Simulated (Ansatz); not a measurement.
Runs of Ansatz 0.2.0 on KZr2. It takes space group Fm-3m (No. 225, cubic). Conventional cell: a = 7.158 Å, b = 7.158 Å, c = 7.158 Å, α = 90.00°, β = 90.00°, γ = 90.00°. K (site symmetry m-3m) has 8 Zr at 3.10 Å as nearest neighbours. Around Zr (site symmetry -43m) lie 4 K at 3.10 Å. The cell was built by a generator and needn't be a form met in nature.

```tsv
level	cutoff (eV)	gap on the mesh (eV)	pressure (GPa)
LDA	420	none	(a)
revPBE	420	none	1.1
BLYP	420	none	(b)
r2SCAN	500	none	-0.4
PBEsol	420	none	-2.1
```

Alike in all rows: task band structure; potentials or basis Ansatz PAW; no spin polarisation; cell as given; k mesh 7 × 7 × 7; smearing fermi-dirac 0.05 eV.

Problem. Fill in the values left out.

Solution. (a) -3.7; (b) 1.8.

Caveats: the PAW data sets come from PBE, with cores solved anew for the run's functional, which leaves a small shift of forces and pressure.

A k mesh can miss the band edges, and the runs leave out spin-orbit coupling on Zr.

A gap of «none» marks a metal or a gap under the smearing width.

Runs at the PBE level aren't shown here.
